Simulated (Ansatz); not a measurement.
## GaGe: equation of state with PBEsol

The system is GaGe.

```
CELL_PARAMETERS angstrom
0.01657 2.82675 2.92740
2.89027 -0.01050 2.95448
2.90428 2.86784 -0.02452
ATOMIC_POSITIONS crystal
Ge 0.00000 0.00000 0.00000
Ga 0.25000 0.25000 0.25000
```

The cell comes from a database or a generator and needn't be the stable form of this composition.

* Program: Ansatz 0.2.0
* Task: equation of state
* Functional: PBEsol
* Potentials or basis: all-electron LAPW, relativistic spinors
* Basis error allowed: 0.001 eV/atom
* k mesh: 6 × 6 × 6
* Occupations: gaussian, width 0.05 eV
* Spin: spin-orbit coupling, no magnetisation

```yaml
Equilibrium_volume: 23.15 Å³/atom
Bulk_modulus_at_fixed_shape_and_positions: 58 GPa
Pressure_derivative_of_the_bulk_modulus: "4.7 (rough: it moves with the points fitted)"
```

Energy against volume, from the lowest point:
```csv
volume (Å³/atom),energy (meV/atom)
22.875,0.27
23.361,0.00
23.848,3.23
24.335,9.56
24.821,18.64
```

All runs of the series together: 24 min on 1 thread of Arm Neoverse V2, with other jobs on the host.

Caveat: the cell was scaled at fixed shape and fractional positions, which overstates the stiffness of a crystal with free parameters, most of all of layers and chains.
